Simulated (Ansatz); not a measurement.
# Si16Ge: the cost of one run

Method: DFT PBE, plane waves, PAW, scalar-relativistic, no spin polarisation, in Ansatz 0.2.0.

### Step 1. The system as given

The cell holds 17 atoms (GeSi16): a = 7.679 Å, b = 7.679 Å, c = 7.679 Å, α = 60.00°, β = 60.00°, γ = 60.00°.

As a file:

```
CELL_PARAMETERS angstrom
0.00000 5.43000 5.43000
5.43000 0.00000 5.43000
5.43000 5.43000 0.00000
ATOMIC_POSITIONS crystal
Si 0.00000 0.00000 0.00000
Si 0.12500 0.12500 0.12500
Si 0.00000 0.00000 0.50000
Si 0.12500 0.12500 0.62500
Si 0.00000 0.50000 0.00000
Si 0.12500 0.62500 0.12500
Si 0.00000 0.50000 0.50000
Si 0.12500 0.62500 0.62500
Si 0.50000 0.00000 0.00000
Si 0.62500 0.12500 0.12500
Si 0.50000 0.00000 0.50000
Si 0.62500 0.12500 0.62500
Si 0.50000 0.50000 0.00000
Si 0.62500 0.62500 0.12500
Si 0.50000 0.50000 0.50000
Si 0.62500 0.62500 0.62500
Ge 0.25035 0.24491 0.74939
```

### Step 2. Relaxing end A

input.yaml reads:

```yaml
crystal:
  lattice:
    - [0.0, 5.43, 5.43]
    - [5.43, 0.0, 5.43]
    - [5.43, 5.43, 0.0]
  atoms:
    - { symbol: Si, position: [0.0, 0.0, 0.0] }
    - { symbol: Si, position: [0.125, 0.125, 0.125] }
    - { symbol: Si, position: [0.0, 0.0, 0.5] }
    - { symbol: Si, position: [0.125, 0.125, 0.625] }
    - { symbol: Si, position: [0.0, 0.5, 0.0] }
    - { symbol: Si, position: [0.125, 0.625, 0.125] }
    - { symbol: Si, position: [0.0, 0.5, 0.5] }
    - { symbol: Si, position: [0.125, 0.625, 0.625] }
    - { symbol: Si, position: [0.5, 0.0, 0.0] }
    - { symbol: Si, position: [0.625, 0.125, 0.125] }
    - { symbol: Si, position: [0.5, 0.0, 0.5] }
    - { symbol: Si, position: [0.625, 0.125, 0.625] }
    - { symbol: Si, position: [0.5, 0.5, 0.0] }
    - { symbol: Si, position: [0.625, 0.625, 0.125] }
    - { symbol: Si, position: [0.5, 0.5, 0.5] }
    - { symbol: Si, position: [0.625, 0.625, 0.625] }
    - { symbol: Ge, position: [0.2503453, 0.2449141, 0.7493905] }
basis:
  ecutwfc: 420.0
kpoints:
  mp_grid: { grid: [2, 2, 2] }
hamiltonian:
  xc: pbe
  pseudopotentials: { kind: paw, azcp: { folder: soft_1 } }
scf:
  occupations: { method: gaussian, width: 0.02 }
  lower_state_search: "off"
relax:
  f_tol: 0.03
  max_steps: 60
  adjacent_minimum: "off"
```

Launch:

```
ansatz run input.yaml --threads 1 --pin off --max-ram 3072MiB --backend cpu --events-out ev --progress --plain --runs-dir out
```

**Question.** How long does this run take on 1 thread of Intel Xeon 6975P-C (Granite Rapids), shared host, and how much memory does it need?

About 61 s, with a peak of 0.63 GiB.
